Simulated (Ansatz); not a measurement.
# C₂H₆FNOSi: a ladder of functionals and wavefunction methods

An exercise on one series of results from a longer session: the logs are not shown, and one member is left open.

The runs use Ansatz 0.2.0, Gaussian basis; functionals in def2-TZVPP, the program's frozen cores in correlated methods.

Plan: LDA (SPW92), PBE-D4, revPBE-D4, BLYP-D4, r2SCAN-D4, B97M-V, PBE0-D4, B3LYP-D4, r2SCANh-D4, r2SCAN0-D4, HSE06-D4, BHLYP-D4, CAM-B3LYP-D4, LC-ωPBE, ωB97X-V, ωB97M-V, B2PLYP, PBE-QIDH; CCSD(T)/def2-SVP; CCSD(T)/def2-TZVPP; MP2/def2-QZVPP; extrapolation to the limit; RPA on PBE.

## Structure used throughout

An earlier PBE0-D4 in a triple-zeta def2 set relaxation fixed the geometry.

SMILES `C=C[Si](N)(O)F`, 12 atoms, charge 0, spin multiplicity 1.

Atoms are counted from 1 here; the program's logs count them from 0.

Bond lengths: C1–C2 1.331 Å, C1–H7 1.087 Å, C1–H8 1.087 Å, C2–Si3 1.847 Å, C2–H9 1.089 Å, Si3–N4 1.700 Å, Si3–O5 1.636 Å, Si3–F6 1.596 Å, N4–H10 1.007 Å, N4–H11 1.007 Å, O5–H12 0.958 Å. Angles: C2–C1–H7 122.3°, C2–C1–H8 121.5°, H7–C1–H8 116.3°, C1–C2–Si3 123.4°, C1–C2–H9 118.2°, Si3–C2–H9 118.5°, C2–Si3–N4 109.3°, C2–Si3–O5 114.8°, C2–Si3–F6 106.9°, N4–Si3–O5 109.2°, N4–Si3–F6 114.1°, O5–Si3–F6 102.7°, Si3–N4–H10 119.7°, Si3–N4–H11 120.6°, H10–N4–H11 111.3°, Si3–O5–H12 116.7°.

The first run:

The input, in.yaml:

```yaml
crystal:
  periodic: [false, false, false]
  atoms:
    - {symbol: C, position_ang: [-0.233232, 1.783376, -0.670967]}
    - {symbol: C, position_ang: [-0.713521, 1.005780, 0.296784]}
    - {symbol: Si, position_ang: [-0.131221, -0.721263, 0.596097]}
    - {symbol: N, position_ang: [1.406131, -0.924236, -0.100053]}
    - {symbol: O, position_ang: [-1.132081, -1.888600, 0.037986]}
    - {symbol: F, position_ang: [-0.166932, -0.955100, 2.174135]}
    - {symbol: H, position_ang: [-0.596493, 2.793876, -0.837050]}
    - {symbol: H, position_ang: [0.547699, 1.436832, -1.342194]}
    - {symbol: H, position_ang: [-1.499291, 1.406395, 0.935438]}
    - {symbol: H, position_ang: [1.776066, -1.851861, -0.232999]}
    - {symbol: H, position_ang: [2.141743, -0.259657, 0.077618]}
    - {symbol: H, position_ang: [-1.321768, -1.880743, -0.900795]}
basis:
  gaussian: {orbitals: def2-TZVPP}
hamiltonian: {xc: lda}
output: {orbitals: {seedname: orbitals}}
```

Among the steps run: LDA; PBE-D4 (GGA); revPBE-D4 (GGA); BLYP-D4 (GGA); r2SCAN-D4 (meta-GGA); B97M-V (meta-GGA); PBE0-D4 (hybrid); B3LYP-D4 (hybrid); r2SCANh-D4 (hybrid); r2SCAN0-D4 (hybrid); HSE06-D4 (hybrid); BHLYP-D4 (hybrid); CAM-B3LYP-D4 (range-separated); LC-ωPBE-D4 (range-separated; the results give it without D4); ωB97X-V (range-separated); ωB97M-V (range-separated); B2PLYP (double hybrid); PBE-QIDH (double hybrid).

One of the session's tables, all rows but one given; the rest of the session is left out.

It belongs to the step «Orbital energies across the functionals». 

```
  functional  HOMO (eV)  gap (eV)
 LDA (SPW92)      -6.68      4.81
      PBE-D4      -6.48      4.86
   revPBE-D4      -6.40      4.89
     BLYP-D4      -6.35      4.88
   r2SCAN-D4      -6.80      5.39
      B97M-V      -6.87      5.52
     PBE0-D4      -7.98      7.36
    B3LYP-D4          ?         ?
  r2SCANh-D4      -7.36      6.32
  r2SCAN0-D4      -8.20      7.69
    HSE06-D4      -7.57      6.57
    BHLYP-D4      -9.15      9.63
CAM-B3LYP-D4      -9.43      9.96
     LC-ωPBE     -10.88     12.59
     ωB97X-V     -10.46     12.09
     ωB97M-V     -10.36     11.86
```

**Question.** Estimate the row for B3LYP-D4.

Worked estimate for «HOMO (eV)». Against the share of exact exchange, BLYP-D4 (0, -6.35), BHLYP-D4 (0.5, -9.15) give a slope of -5.60 per unit share; at 0.2 the line stands at -7.47.

**Answer.** HOMO (eV): -7.71; gap (eV): 6.88. In «HOMO (eV)» the line misses by +0.24.
